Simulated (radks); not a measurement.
# Si⁴⁺ in [He] 2s2 2p5.75 3d0.25: an all-electron calculation

One table from this session's results is given with a row withheld; the runs are named, their logs left out.

Program: radks (a radial shooting solver on a logarithmic mesh, Libxc functionals) version 1. Level of theory: non-relativistic Kohn-Sham, PBE, spin-polarised, spherical densities, point nucleus; open shells are filled with parallel spins first. These are calculated values, not measurements, unless marked.

## What is computed

| Property | Result |
| --- | --- |
| element | silicon (Z = 14) |
| charge | +4 |
| electrons | 10 |
| configuration | [He] 2s2 2p5.75 3d0.25 |

The first run:

Input:

```text
Z 14
configuration [He] 2s2 2p5.75 3d0.25
relativity non-relativistic
functional pbe,pbe
spin polarised
nucleus point
```

One table of the session follows, with a row left open; its other results are not shown here.

It belongs to the step «Shells». Radial moments (bohr):

```
  level     <r>  outermost maximum (interpolated)  90 % within
  1s up  0.1116                            0.0730        0.199
1s down  0.1116                            0.0730        0.199
  2s up  0.5621                             0.453        0.883
2s down  0.5624                             0.453        0.883
  2p up  0.5255                             0.384        0.878
2p down       ?                                 ?            ?
  3d up   2.085                              1.75         3.22
```

Estimate the missing values for 2p down.

**Answer.** <r>: 0.5260; outermost maximum (interpolated): 0.385; 90 % within: 0.879. In the column «<r>» it lies between 2p up (0.5255) and 2s up (0.5621).
